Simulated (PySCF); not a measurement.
# PdOH₂: relaxation and vibrations of the triplet

The task is one start of a wider search on PdOH₂: the triplet, from a PBE0 minimum start. It is relaxed, tested by its Hessian and followed downhill if it is a saddle.

Program: PySCF 2.14.0. Level of theory: PBE0, basis Pd def2-TZVP with ECP28, O def2-TZVP, H def2-TZVP, scalar-relativistic core potentials, no spin–orbit coupling, density fitting. These are calculated values, not measurements.

## 1. Starting geometry

4 atoms, charge 0, spin multiplicity 3.

Bond lengths: Pd1–O2 1.834 Å, Pd1–H3 1.745 Å, Pd1–H4 1.745 Å, H3–H4 0.834 Å. Angles: O2–Pd1–H3 166.2°, O2–Pd1–H4 166.2°, H3–Pd1–H4 27.7°, Pd1–H3–H4 76.2°, Pd1–H4–H3 76.2°.

Z-matrix (Å, degrees; charge 0 multiplicity 3):
```
Pd
O  1 1.8335
H  1 1.7450 2 166.17
H  1 1.7450 2 166.17 3 180.00
```

## 2. The SCF at the typed geometry

One driver script runs all steps and calls PySCF; scf.py shows how it sets up the SCF of each step. The optimiser is the driver's own. After this first run the driver tries any further starts and a stability analysis.

scf.py reads:

```python
from pyscf import gto, scf, dft
mol = gto.M(atom='''
Pd     0.195710    -0.000000     0.073778
O     -1.519960     0.000000    -0.572993
H      1.634118    -0.000000     1.061780
H      1.928378     0.000000     0.281206''',
    basis={'Pd': 'def2-TZVP', 'O': 'def2-TZVP', 'H': 'def2-TZVP'},
    ecp={'Pd': 'def2-TZVP'},
    charge=0, spin=2)
mf = dft.UKS(mol, xc='PBE0')
mf.grids.atom_grid = (50, 194)
aux = {'Pd': 'def2-universal-JKFIT', 'O': 'def2-universal-JKFIT', 'H': 'def2-universal-JKFIT'}
mf = mf.density_fit(auxbasis=aux)
mf.conv_tol = 1e-08
mf.diis_space = 10
mf.max_cycle = 60
mf.init_guess = 'minao'
mf.verbose = 4
mf.kernel()
```

Launch:

```console
$ OMP_NUM_THREADS=2 python axn.py task.json out
```

The program printed:

```text
init E= -194.62229290067
[... the frontier-level lines of each cycle are left out ...]
cycle= 1 E= -202.652930735029  delta_E= -8.03  |g|= 2.09  |ddm|= 3.37
cycle= 2 E= -186.318002355366  delta_E= 16.3  |g|= 4.29  |ddm|= 10.7
cycle= 3 E= -203.350823638229  delta_E=  -17  |g|= 1.34  |ddm|= 10.7
cycle= 4 E= -203.593432355752  delta_E= -0.243  |g|= 1.16  |ddm|= 1.76
cycle= 5 E= -204.08763001388  delta_E= -0.494  |g|= 0.368  |ddm|= 1.15
cycle= 6 E= -204.150450412916  delta_E= -0.0628  |g|= 0.0896  |ddm|= 0.276
cycle= 7 E= -204.15379354441  delta_E= -0.00334  |g|= 0.0319  |ddm|= 0.072
cycle= 8 E= -204.154211976293  delta_E= -0.000418  |g|= 0.0168  |ddm|= 0.0314
cycle= 9 E= -204.154307129516  delta_E= -9.52e-05  |g|= 0.0105  |ddm|= 0.0122
cycle= 10 E= -204.154360276275  delta_E= -5.31e-05  |g|= 0.0046  |ddm|= 0.00937
cycle= 11 E= -204.154382526227  delta_E= -2.22e-05  |g|= 0.000987  |ddm|= 0.0092
cycle= 12 E= -204.154386724641  delta_E= -4.2e-06  |g|= 0.00105  |ddm|= 0.00371
cycle= 13 E= -204.154389396531  delta_E= -2.67e-06  |g|= 0.000764  |ddm|= 0.00431
cycle= 14 E= -204.154389857077  delta_E= -4.61e-07  |g|= 0.000114  |ddm|= 0.00194
cycle= 15 E= -204.15438986294  delta_E= -5.86e-09  |g|= 2.06e-05  |ddm|= 0.000116
Extra cycle  E= -204.15438986227  delta_E= 6.7e-10  |g|= 5.29e-05  |ddm|= 5.27e-05
converged SCF energy = -204.15438986227  <S^2> = 2.017302  2S+1 = 3.0115126
```

This step, with its further starts and checks, ran for 11 s (2 threads of Intel Xeon 6975P-C (Granite Rapids), shared host).

The starts that the driver tried:

```
                      start  energy (Eh)
    the minimal-basis guess  -204.154390
a thermally smeared density  -204.164665
      a smeared PBE density  -204.164665
```

The first run landed in a state that is too high. Following the other starts and the instabilities gains 27.0 kJ/mol (-204.16466 Eh), and the work goes on from there.

## 3. Relaxing the triplet from the PBE0 minimum start

The program finds C2v symmetry in the start, which this walk keeps.

scf.py, as its differences from that of step 2:

```diff
@@ -3,4 +3,4 @@
-Pd     0.195710    -0.000000     0.073778
-O     -1.519960     0.000000    -0.572993
-H      1.634118    -0.000000     1.061780
-H      1.928378     0.000000     0.281206''',
+Pd     0.195669     0.000000     0.073763
+O     -1.520001     0.000000    -0.573009
+H      1.634077     0.000000     1.061765
+H      1.928337     0.000000     0.281191''',
@@ -17 +16,0 @@
-mf.init_guess = 'minao'
```

Steps of the walk:

```
step  energy (Eh)  change (kJ/mol)  largest symmetric gradient (Eh/bohr)
   0  -204.164665             0.00                               0.00005
```

The walk took 1.1 s.

It settles in C2v symmetry, 0.0 kJ/mol below the start, after 0 steps: H–H 0.834 Å, Pd–H 1.745 Å (×2), Pd–O 1.834 Å; H–H–Pd 76.2° (×2), H–Pd–H 27.7°, H–Pd–O 166.2° (×2).

## 4. Frequencies

The point is checked on the finer grid, and tightened if its gradient asks for it. The Hessian and the dipole derivatives come from central differences of analytic gradients, with steps of 0.02 bohr.

scf.py, as its differences from that of step 3:

```diff
@@ -11 +11 @@
-mf.grids.atom_grid = (50, 194)
+mf.grids.atom_grid = (75, 302)
@@ -14 +14 @@
-mf.conv_tol = 1e-08
+mf.conv_tol = 1e-10
```

The driver hands on the density of the step before, so the log starts near convergence.

Log of the central SCF (cycles and frontier levels):

```text
init E= -204.164623019464
[... the frontier-level lines of each cycle are left out ...]
cycle= 1 E= -204.164623019357  delta_E= 1.08e-10  |g|= 2.39e-05  |ddm|= 2.65e-05
cycle= 2 E= -204.164623018981  delta_E= 3.75e-10  |g|= 4.18e-05  |ddm|= 4.35e-05
cycle= 3 E= -204.164623019562  delta_E= -5.81e-10  |g|= 5.16e-06  |ddm|= 2.75e-05
cycle= 4 E= -204.164623019574  delta_E= -1.17e-11  |g|= 1.13e-06  |ddm|= 3.14e-06
Extra cycle  E= -204.164623019584  delta_E= -1.02e-11  |g|= 9.88e-07  |ddm|= 6.2e-06
converged SCF energy = -204.164623019584  <S^2> = 2.0082175  2S+1 = 3.0054734
```

The whole step took 40 s.

Geometry: C2v; H–H 0.834 Å, Pd–H 1.745 Å (×2), Pd–O 1.834 Å; H–H–Pd 76.2° (×2), H–Pd–H 27.7°, H–Pd–O 166.2° (×2).

Modes, for the most abundant isotopes:

```json
{"symmetry": "b1", "ω (cm⁻¹)": "337", "IR (km/mol)": "0.1", "μ (u)": "1.18"}
{"symmetry": "b2", "ω (cm⁻¹)": "347", "IR (km/mol)": "0.5", "μ (u)": "1.18"}
{"symmetry": "a1", "ω (cm⁻¹)": "606", "IR (km/mol)": "9.7", "μ (u)": "17.99"}
{"symmetry": "a1", "ω (cm⁻¹)": "1014", "IR (km/mol)": "138", "μ (u)": "1.02"}
{"symmetry": "b2", "ω (cm⁻¹)": "1568", "IR (km/mol)": "1.1", "μ (u)": "1.01"}
{"symmetry": "a1", "ω (cm⁻¹)": "3186", "IR (km/mol)": "179", "μ (u)": "1.01"}
```

All wavenumbers are real: a minimum.

Properties at this point:

```yaml
Dipole_moment: 3.84 D
Highest_occupied_level: -6.83 eV
Lowest_empty_level: -3.81 eV
Rotational_constants: 48.07, 0.3114, 0.3094 cm⁻¹
Zero-point_energy: 42.2 kJ/mol
Principal_polarisabilities: 24.7, 34.3, 54.9 bohr³
Atomisation_energy_without_zero-point_energy: 753 kJ/mol
Principal_traceless_quadrupole_moments_about_the_centre_of_mass: -2.77, 0.63, 2.14 D Å
Entropy_at_298.15_K_and_1_bar_electronic_part_spin_only: 262.0 J/(mol K)
Heat_capacity_Cp_at_298.15_K: 52.6 J/(mol K)
Enthalpy_at_298.15_K_above_0_K: 12.37 kJ/mol
Rotational_symmetry_number: 2
Spin_squared_⟨S²⟩: 2.008
```

Charges (e) and bond orders:

```csv
atom,Mulliken,Löwdin,polar tensor,spin (Mulliken),Mayer order to Pd1
Pd1,0.32,0.06,0.23,0.87,–
O2,-0.44,-0.26,-0.40,1.16,1.12
"H3,4",0.06,0.10,0.09,-0.01,0.36
```

Outer orbital energies (eV). α occupied: -11.44, -11.01, -10.49, -8.67, -8.67, -8.26, -7.48, -7.37; empty: -0.68, -0.09, 0.14, 1.28. β occupied: -23.60, -15.18, -10.05, -9.25, -9.13, -8.15, -8.15, -6.83; empty: -3.81, -2.93, -0.42, 0.62.

Mulliken populations on Pd1 (outside its core potential): s 2.46, p 6.19, d 9.02, f 0.00.

## 5. What came out

```
                                          quantity                                                                                              value
                                           minimum                                                                                       triplet, C2v
                                          geometry  H–H 0.834 Å, Pd–H 1.745 Å (×2), Pd–O 1.834 Å; H–H–Pd 76.2° (×2), H–Pd–H 27.7°, H–Pd–O 166.2° (×2)
                                wavenumbers (cm⁻¹)                                      337 (b1), 347 (b2), 606 (a1), 1014 (a1), 1568 (b2), 3186 (a1)
                                     dipole moment                                                                                             3.84 D
highest occupied, lowest empty level (either spin)                                                                                    -6.83, -3.81 eV
                        polar-tensor charge of Pd1                                                                                            +0.23 e
                                 zero-point energy                                                                                        42.2 kJ/mol
                               entropy at 298.15 K                                                                                    262.0 J/(mol K)
         atomisation energy (no zero-point energy)                                                                                         753 kJ/mol
                                              ⟨S²⟩                                                                                              2.008
```

In words: The PBE0 minimum start keeps its C2v symmetry and ends in a minimum. The strongest infrared band lies at 3186 cm⁻¹ (a1). Most of the spin sits on O2 (Mulliken spin 1.16, against 2 for the whole molecule). The first SCF alone would have been 27 kJ/mol too high. Only this shape and spin were tried, so other structures or states may lie lower. Open d and f shells are described by one determinant, and the ground state may have another occupation or spin.

The search up to here took 52 s.
